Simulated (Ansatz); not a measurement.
# LuP: relaxation and properties

One table from this session's results is given with a row withheld; the runs are named, their logs left out.

Computed with Ansatz 0.2.0 (DFT r2SCAN, scalar-relativistic, plane waves, PAW, unless a step's input says otherwise).

## The starting structure

Symmetry: Fm-3m, No. 225, cubic system. Conventional cell: a = 5.524 Å, b = 5.524 Å, c = 5.524 Å, α = 90.00°, β = 90.00°, γ = 90.00°. Lu (site symmetry m-3m) is surrounded by 6 P at 2.76 Å. P (site symmetry m-3m) is surrounded by 6 Lu at 2.76 Å.

Structure file:

```cif
data_structure
_symmetry_space_group_name_H-M 'Fm-3m'
_symmetry_Int_Tables_number 225
_cell_length_a 5.5237
_cell_length_b 5.5237
_cell_length_c 5.5237
_cell_angle_alpha 90.000
_cell_angle_beta 90.000
_cell_angle_gamma 90.000
_cell_volume 168.54
loop_
_atom_site_label
_atom_site_type_symbol
_atom_site_symmetry_multiplicity
_atom_site_Wyckoff_symbol
_atom_site_fract_x
_atom_site_fract_y
_atom_site_fract_z
_atom_site_occupancy
Lu1 Lu 4 a 0.00000 0.00000 0.00000 1
P1 P 4 b 0.50000 0.00000 0.00000 1
```

The structure comes from the Materials Project (structure only).

The first run:

(A quick probe on a coarse mesh, which set the mesh and smearing, is not shown.)

The input, input.yaml:

```yaml
crystal:
  lattice:
    - [0.0, 2.7618574834, 2.7618574834]
    - [2.7618574834, 0.0, 2.7618574834]
    - [2.7618574834, 2.7618574834, 0.0]
  atoms:
    - { symbol: Lu, position: [0.0, 0.0, 0.0] }
    - { symbol: P, position: [0.5, 0.5, 0.5] }
basis:
  ecutwfc: 500
kpoints:
  mp_grid: { grid: [14, 14, 14] }
hamiltonian:
  xc: r2scan
scf:
  occupations: { method: gaussian, width: 0.1 }
output:
  forces: true
  stress: true
  eigenvalues: true
relax:
  adjacent_minimum: "off"
  f_tol: 0.005
  max_steps: 80
  cell: { stress_tol: 0.05 }
```

On the command line:

```sh
$ ansatz run input.yaml --threads 1 --pin off --max-ram 2560MiB --backend cpu --events-out ev --progress --plain --runs-dir out
```

Among the steps run: Relaxing cell and atoms; Electronic structure at the relaxed geometry; The cell scaled to 0.97 of its volume; The cell scaled to 1.03 of its volume; Volume × 0.94; The cell scaled to 1.06 of its volume.

One table of the session follows, with a row left open; its other results are not shown here.

It belongs to the step «Energy against volume». 

| volume (Å³/atom) | energy above the lowest point (meV/atom) | pressure (GPa) |
| --- | --- | --- |
| 19.755 | 24.3 | 6.48 |
| 20.386 | ? | ? |
| 21.016 | 0.0 | 0.00 |
| 21.647 | 5.3 | -2.62 |
| 22.277 | 20.2 | -4.88 |

Estimate the missing values for volume (Å³/atom) = 20.386.

Worked estimate for «energy above the lowest point (meV/atom)». A straight line through the neighbours (19.755, 24.3) and (21.016, 0.0) gives 24.3 + (0.0 − 24.3) × (20.386 − 19.755) / (21.016 − 19.755) = 12.1; a parabola fitted to 3 rows on both sides gives 6.3.

As computed: energy above the lowest point (meV/atom): 5.8; pressure (GPa): 3.02. In «energy above the lowest point (meV/atom)» the line misses by +6.3 and the parabola by +0.5.
